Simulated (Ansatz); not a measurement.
BrH (charge -1), a test of scalar relativity

Computed with the Ansatz DFT code, driven from Python.

The script, `run_x2c.py`:
```python
import warnings

import ansatz
import numpy as np

warnings.simplefilter('ignore', ansatz.DeckWarning)

geometry_ang = [
    ('H', (0.0, 0.0, 0.0)),
    ('Br', (0.0, 0.0, 1.535)),
]
geometry = ansatz.Crystal.molecule()
for symbol, xyz in geometry_ang:
    geometry = geometry.atom(symbol, xyz)

job = (
    geometry.calculation()
    .functional('pbe')
    .charge(-1)
    .spin('collinear', total=1)
    .forces()
)
sets = {'none': 'cc-pVTZ', 'scalar': 'cc-pVTZ-DK'}
found = {kind: job.basis(gaussian=basis).pseudopotentials(relativity=kind).run(threads=1, backend='cpu').report for kind, basis in sets.items()}
for kind, each in found.items():
    dipole = 4.803205 * np.linalg.norm(each['charge_distribution']['dipole_moment_e_ang'])
    print(f'{kind:7s} E = {each["free_energy_ev"]:.4f} eV  dipole {dipole:.3f} D  largest force component {np.abs(each["forces_ev_ang"]).max():.4f} eV/A')
print(f'relativity lowers the total energy by {found["none"]["free_energy_ev"] - found["scalar"]["free_energy_ev"]:.3f} eV')
```

```console
$ python run_x2c.py
none    E = -70052.1349 eV  dipole 2.381 D  largest force component 3.6269 eV/A
scalar  E = -70926.1350 eV  dipole 2.374 D  largest force component 3.5438 eV/A
relativity lowers the total energy by 874.000 eV
```

Caveats:
- Total energies depend on the basis set; only differences at equal settings carry meaning.
- The geometry is a force-field or estimated start, not a minimum of this method. The basis set changes with the Hamiltonian (a set recontracted for scalar relativity), and most of the change in the total lies in the cores.
- The run takes the species as open-shell (spin multiplicity 2), which needn't be its ground state.
- An ion's dipole depends on the origin; the program takes it about the centre of nuclear charge.
- Anions want diffuse functions, which this basis lacks.
- Finished in 2.4 s on 1 thread of Intel(R) Xeon(R) Platinum 8259CL CPU @ 2.50GHz (Skylake/Cascade Lake) (shared host), peak memory 0.18 GiB.
